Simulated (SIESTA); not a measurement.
Set up this calculation in SIESTA 5.4.2, as the native input.

* Task: single point
* Functional: PBEsol
* Potentials or basis: PseudoDojo 0.4 standard with PseudoDojo 3+ lanthanides (4f in the core) (PBE and PBEsol files)
* Basis: DZP (energy shift 0.003 Ry; two zetas on semicore shells)
* Grid cutoff: 800 Ry
* Energy shift: 0.003 Ry
* k mesh: 8 × 8 × 2
* Occupations: fermi-dirac, width 0.05 eV
* Spin: collinear spin, ferromagnetic start
* Starting moments: [7.0, 7.0, 0.0, 0.0, 0.0, 0.0, 0.0, 0.0] μB

GdYO2:

```
Gd Y O
1.0
     3.62956    0.00000    0.00000
    -1.81478    3.14329    0.00000
     0.00000    0.00000   13.12093
Gd Y O
2 2 4
Direct
  0.33333 0.66667 0.25000
  0.66667 0.33333 0.75000
  0.00000 0.00000 0.00000
  0.00000 0.00000 0.50000
  0.33333 0.66667 0.08001
  0.33333 0.66667 0.41999
  0.66667 0.33333 0.91999
  0.66667 0.33333 0.58001
```

The cell comes from a database or a generator and needn't be the stable form of this composition.

These files were run (other wordings do the same):

GdYO2.fdf

```
SystemName                      GdYO2
SystemLabel                     GdYO2
NumberOfSpecies                 3
NumberOfAtoms                   8
%block ChemicalSpeciesLabel
  1  64 Gd
  2  39 Y
  3   8 O
%endblock ChemicalSpeciesLabel

LatticeConstant                 1.0 Ang
%block LatticeVectors
     3.6295578127     0.0000000000     0.0000000000
    -1.8147789064     3.1432892703     0.0000000000
     0.0000000000     0.0000000000    13.1209350000
%endblock LatticeVectors
AtomicCoordinatesFormat         Fractional
%block AtomicCoordinatesAndAtomicSpecies
     0.3333333333     0.6666666667     0.2500000000  1  Gd
     0.6666666667     0.3333333333     0.7500000000  1  Gd
     0.0000000000     0.0000000000     0.0000000000  2  Y
     0.0000000000     0.0000000000     0.5000000000  2  Y
     0.3333333333     0.6666666667     0.0800060000  3  O
     0.3333333333     0.6666666667     0.4199940000  3  O
     0.6666666667     0.3333333333     0.9199940000  3  O
     0.6666666667     0.3333333333     0.5800060000  3  O
%endblock AtomicCoordinatesAndAtomicSpecies

%block kgrid.MonkhorstPack
    8   0   0  0.0
    0   8   0  0.0
    0   0   2  0.0
%endblock kgrid.MonkhorstPack
XC.Functional                   GGA
XC.Authors                      PBEsol
PAO.BasisSize                   DZP
PAO.EnergyShift                 0.003 Ry
Mesh.Cutoff                     800 Ry
Spin                            polarized
%block DM.InitSpin
    1   7.000
    2   7.000
    3   0.000
    4   0.000
    5   0.000
    6   0.000
    7   0.000
    8   0.000
%endblock DM.InitSpin
OccupationFunction              FD
ElectronicTemperature           0.05 eV
MaxSCFIterations                200
SCF.MustConverge                false
SCF.Mixer.Method                Pulay
SCF.Mixer.Weight                0.1
SCF.Mixer.History               10
SCF.DM.Tolerance                5.0e-05
SCF.H.Tolerance                 1.0e-03 eV
WriteForces                     true
Charge.Mulliken                 end
%block SyntheticAtoms
  1
  6 6 5 5
  2.0 0.0 1.0 0.0
%endblock SyntheticAtoms
%block PAO.Basis
  Gd 5
  n=5 0 2
    3.707 0.000
  n=6 0 2
    9.095 0.000
  n=5 1 2
    4.440 0.000
  n=6 1 1
    9.095
  n=5 2 2
    8.463 0.000
  Y 5
  n=4 0 2
    3.677 0.000
  n=5 0 2
    9.410 0.000
  n=4 1 2
    4.308 0.000
  n=5 1 1
    9.410
  n=4 2 2
    8.311 0.000
%endblock PAO.Basis
```

Potentials or basis: PseudoDojo 0.4 standard with PseudoDojo 3+ lanthanides (4f in the core) (PBE and PBEsol files), DZP (energy shift 0.003 Ry; two zetas on semicore shells).

Command:

```sh
$ siesta GdYO2.fdf > GdYO2.out 2>&1
```

Results of the run:

```yaml
Pressure: -3.8 GPa
Largest_force: 0.127 eV/Å
Band_gap_on_the_k_mesh: 0.08 eV, direct
Net_moment: 0.00 μB per cell
```

Caveat: the potentials were made for another functional, which shifts forces and pressure; spin-orbit coupling is left out, which moves the levels of the heavy elements; the 4f electrons are frozen in the core as for a trivalent ion, so they carry no moment and show no levels; the basis of atomic orbitals isn't converged, which shifts pressures, moduli and gaps.

It took 8.8 min on 1 thread of Arm Neoverse V1 (shared host), peak memory 0.84 GiB.
